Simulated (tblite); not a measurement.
# C3H12GeSi3: the cost of one run

The runs use tblite 0.8.0 and PySCF 2.14.0, with density-fitted response routines of our own; the level of theory stands in each step. All values are computed, except where a source is named. Atoms count from 0, in the outputs and in this text.

### Step 1. Starting geometry

19 atoms, charge 0, multiplicity 1; geometry from: force field or distance geometry start.

Bonds of the start (Å): C0–C1 1.21, C1–Si2 1.83, Si2–Si3 2.26, Si3–C4 1.86, Si3–Si5 2.24, Si3–Ge6 2.32, C0–H7 1.07, Si2–H8 1.46, Si2–H9 1.46, C4–H10 1.13, C4–H11 1.13, C4–H12 1.10, Si5–H13 1.48, Si5–H14 1.49, Si5–H15 1.46, Ge6–H16 1.57, Ge6–H17 1.57, Ge6–H18 1.53.

### Step 2. Optimising the geometry with GFN2-xTB

The job: settings as JSON, then the geometry in Å.

```
{"job": {"kind": "relax", "xc": "GFN2-xTB", "basis": "xTB"}, "charge": 0, "multiplicity": 1}
C      3.427500     0.817300     0.589000
C      2.557900    -0.025600     0.571700
Si     1.261300    -1.321300     0.580300
Si    -0.625400    -0.245600    -0.046500
C     -2.156900    -1.252900     0.251100
Si    -0.747200     1.598300     1.227500
Ge    -0.305200     0.272200    -2.284400
H      4.177400     1.579000     0.583900
H      1.675200    -2.322300    -0.392900
H      1.135200    -1.927500     1.901500
H     -3.028700    -0.538600     0.284300
H     -2.375500    -1.873300    -0.668500
H     -2.180400    -1.834000     1.181600
H     -1.315800     1.254800     2.550000
H      0.625400     2.134400     1.453000
H     -1.521500     2.654200     0.585400
H      0.850600     1.318700    -2.440900
H      0.115100    -1.070500    -2.975000
H     -1.578600     0.792100    -2.958600
```

On the command line:

```bash
$ OMP_NUM_THREADS=1 python probes_run.py task.json out
```

One launch serves the whole session: the jobs run in the order shown.

**Question.** How long does this first job take on 1 thread of Arm Neoverse V1, shared host, and how much memory does it need?

About 1 s, with a peak of 0.18 GiB.
